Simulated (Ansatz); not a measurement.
# SrCd: the cost of one run

Computed with Ansatz 0.2.0 (DFT LDA, scalar-relativistic, unless a step's input says otherwise).

## Step 1: Starting point

Symmetry: Pm-3m, No. 221, cubic system. The conventional cell has a = 4.003 Å, b = 4.003 Å, c = 4.003 Å, α = 90.00°, β = 90.00°, γ = 90.00°. Sr (site symmetry m-3m) has 8 Cd at 3.47 Å as nearest neighbours. Cd (site symmetry m-3m) has 8 Sr at 3.47 Å as nearest neighbours.

Structure file:

```cif
data_structure
_symmetry_space_group_name_H-M 'Pm-3m'
_symmetry_Int_Tables_number 221
_cell_length_a 4.0030
_cell_length_b 4.0030
_cell_length_c 4.0030
_cell_angle_alpha 90.000
_cell_angle_beta 90.000
_cell_angle_gamma 90.000
_cell_volume 64.14
loop_
_atom_site_label
_atom_site_type_symbol
_atom_site_symmetry_multiplicity
_atom_site_Wyckoff_symbol
_atom_site_fract_x
_atom_site_fract_y
_atom_site_fract_z
_atom_site_occupancy
Sr1 Sr 1 b 0.50000 0.50000 0.50000 1
Cd1 Cd 1 a 0.00000 0.00000 0.00000 1
```

The file gives the conventional cell by its symmetry; the runs use the cell typed in the input.

Atoms are numbered in the order of the input: Sr1, Cd2.

## Step 2: After the deformation

Space group Pm-3m before, P4/mmm after.

## Step 3: LAPW, all electrons

The input, input.yaml:

```yaml
crystal:
  lattice:
    - [4.04303, 0.0, 0.0]
    - [0.0, 4.04303, 0.0]
    - [0.0, 0.0, 4.003]
  atoms:
    - { symbol: Sr, position: [0.5, 0.5, 0.5] }
    - { symbol: Cd, position: [0.0, 0.0, 0.0] }
kpoints:
  mp_grid: { grid: [10, 10, 10] }
  band_path:
    path:
      - [0.0, 0.0, 0.0]
      - [0.0, 0.5, 0.0]
      - [0.5, 0.5, 0.0]
      - [0.0, 0.0, 0.0]
      - [0.0, 0.0, 0.5]
      - [0.0, 0.5, 0.5]
      - [0.5, 0.5, 0.5]
      - [0.0, 0.0, 0.5]
      - [0.0, 0.5, 0.0]
    npoints: 5
scf:
  occupations: { method: fermi_dirac, width: 0.08 }
hamiltonian:
  xc: lda
  pseudopotentials: { kind: all_electron, lapw: { basis_error: 0.0005 } }
output:
  forces: true
  stress: true
  eigenvalues: true
```

Launch:

```
$ ansatz run input.yaml --threads 1 --pin off --max-ram 3072MiB --backend cpu --events-out ev --progress --plain --runs-dir out
```

**Question.** How long does this run take on 1 thread of Arm Neoverse V2, shared host, and how much memory does it need?

About 30 s, with a peak of 0.5 GiB.
